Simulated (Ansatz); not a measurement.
# Ti2Zn: the cost of one run

Program: Ansatz 0.2.0. Level of theory: DFT, LDA, PAW with Ansatz's default frozen-core files, scalar-relativistic. These are calculated values, not measurements.

5 further runs of the same task are left out: 5 that didn't finish.

### 1 The starting structure

It takes space group I4/mmm (No. 139, tetragonal). Conventional cell: a = 3.021 Å, b = 3.021 Å, c = 10.584 Å, α = 90.00°, β = 90.00°, γ = 90.00°. Ti (site symmetry 4mm) has 4 Zn at 2.75 Å and 8 Ti at 2.81 to 3.02 Å as nearest neighbours. Zn (site symmetry 4/mmm) has 8 Ti at 2.75 Å and 4 Zn at 3.02 Å as nearest neighbours.

Structure file:

```xyz
3
Lattice="-1.5105 1.5105 5.2922 1.5105 -1.5105 5.2922 1.5105 1.5105 -5.2922" Properties=species:S:1:pos:R:3 pbc="T T T"
Ti    0.0000    0.0000    7.0253
Ti    0.0000    0.0000    3.5591
Zn    0.0000    0.0000    0.0000
```

Atoms are numbered in the order of the input: Ti1, Ti2, Zn3.

### 2 Shortest bond scaled by 1, PAW

input.yaml

```yaml
crystal:
  lattice:
    - [-1.51051266, 1.51051266, 5.292171]
    - [1.51051266, -1.51051266, 5.292171]
    - [1.51051266, 1.51051266, -5.292171]
  atoms:
    - { symbol: Ti, position: [0.66373998, 0.66373998, 0.0] }
    - { symbol: Ti, position: [0.33626002, 0.33626002, 0.0] }
    - { symbol: Zn, position: [0.0, 0.0, 0.0] }
kpoints:
  mp_grid: { grid: [14, 14, 14] }
scf:
  occupations: { method: fermi_dirac, width: 0.05 }
hamiltonian:
  xc: lda
  pseudopotentials: { kind: paw }
output:
  forces: true
  stress: true
  eigenvalues: true
  efg: { contact_densities: true }
  populations: true
```

Run with:

```sh
ansatz run input.yaml --threads 1 --pin off --max-ram 3072MiB --backend cpu --events-out ev --progress --plain --runs-dir out
```

Q: Estimate wall time and peak memory on 1 thread of Arm Neoverse V2, shared host.

About 14 s, with a peak of 0.51 GiB.
